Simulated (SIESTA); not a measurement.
FeNiB:

```xyz
6
Lattice="0.0000 3.5177 3.6019 2.0948 0.0000 3.6019 2.0948 3.5177 0.0000" Properties=species:S:1:pos:R:3 pbc="T T T"
Ni    2.0948    3.5177    5.9886
Ni    2.0948    3.5177    1.2152
Fe    2.0948    4.6992    3.6019
Fe    2.0948    2.3361    3.6019
B     1.0474    1.7588    1.8010
B     3.1422    5.2765    5.4029
```

The cell comes from a database or a generator and needn't be the stable form of this composition.

```yaml
Program: SIESTA 5.4.2
Task: single point
Functional: PBEsol
Potentials_or_basis: PseudoDojo 0.4 standard (PBEsol files)
Basis: DZP (energy shift 0.003 Ry; two zetas on semicore shells)
Grid_cutoff: 800 Ry
Energy_shift: 0.003 Ry
k_mesh: 8 × 8 × 8
Occupations: fermi-dirac, width 0.05 eV
Spin: collinear spin, ferromagnetic start
Starting_moments: "[1.0, 1.0, 3.0, 3.0, 0.0, 0.0] μB"
```

On this cell: pressure -6.2 GPa; largest force 0.178 eV/Å; net moment 3.82 μB per cell; site moments Ni +0.13; Fe +1.93; B -0.15 μB; band gap on the k mesh none (metal or under the smearing width).

The same run follows on a disturbed copy (atoms moved at random, drawn with an rms of 0.05 Å):

```
Ni Fe B
1.0
     0.00000    3.51767    3.60191
     2.09483    0.00000    3.60191
     2.09483    3.51767    0.00000
Ni Fe B
2 2 2
Cartesian
  2.0567 3.5450 6.0240
  2.0884 3.5066 1.1822
  2.0877 4.6781 3.5654
  2.0557 2.3772 3.5756
  1.0814 1.7506 1.7907
  3.1047 5.2508 5.3836
```

Task: What changes?

Result: The energy (extrapolated to zero smearing) moves by +10.5 meV/atom; pressure -6.7 GPa; largest force 0.794 eV/Å; net moment 3.81 μB per cell; site moments Ni +0.14, +0.15; Fe +1.88, +1.94; B -0.15 μB; band gap on the k mesh none (metal or under the smearing width).

Forces on the atoms (eV/Å):
```
Ni   0.339 -0.488 -0.526
Ni  -0.223  0.170  0.216
Fe  -0.266  0.481  0.177
Fe   0.381 -0.563  0.349
B   -0.386  0.149 -0.219
B    0.152  0.247  0.004
```

Stress tensor (GPa, compression positive):
```
-8.08  0.42  0.73
 0.42 -5.38 -0.36
 0.73 -0.36 -6.53
```

Caveats: short orbitals over semicore shells can move pressures by several GPa; the basis of atomic orbitals isn't converged, which shifts pressures, moduli and gaps.
